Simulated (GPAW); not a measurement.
The system is Mn3Al.

```
Mn Al
1.0
     0.00000    2.85803    2.85803
     2.85803    0.00000    2.85803
     2.85803    2.85803    0.00000
Mn Al
3 1
Direct
  0.00000 0.00000 0.00000
  0.25000 0.25000 0.25000
  0.75000 0.75000 0.75000
  0.50000 0.50000 0.50000
```

The cell comes from a database or a generator and needn't be the stable form of this composition.

Base run:

```yaml
Program: GPAW 26.7.0
Functional: PBEsol
Potentials_or_basis: PAW data sets generated in the run's folder for this functional
Cutoff: 600 eV
Basis: pw
k_mesh: 7 × 7 × 7
Occupations: fermi-dirac, width 0.05 eV
Spin: collinear spin, ferromagnetic start
Starting_moments: "[4.0, 4.0, 4.0, 0.0] μB"
Hubbard_terms: Mn d U = 3 eV
```

Its results: pressure 44.2 GPa; net moment 10.30 μB per cell; site moments Mn +3.64, +3.31; Al -0.15 μB.

Question: The run is repeated on the same cell with these changes: hubbard terms from Mn d U = 3 eV to Mn d U = 1 eV. What comes out?

Answer: Pressure 11.0 GPa; net moment 5.84 μB per cell; site moments Mn +0.65, +2.58; Al -0.07 μB.

Caveats: the U is typed as a test and isn't derived for this compound; a pressure of tens of GPa on the cell as given is suspect, and the run, the potentials or the cell itself is likely at fault (some runs).

Not every run made on this cell is shown here.
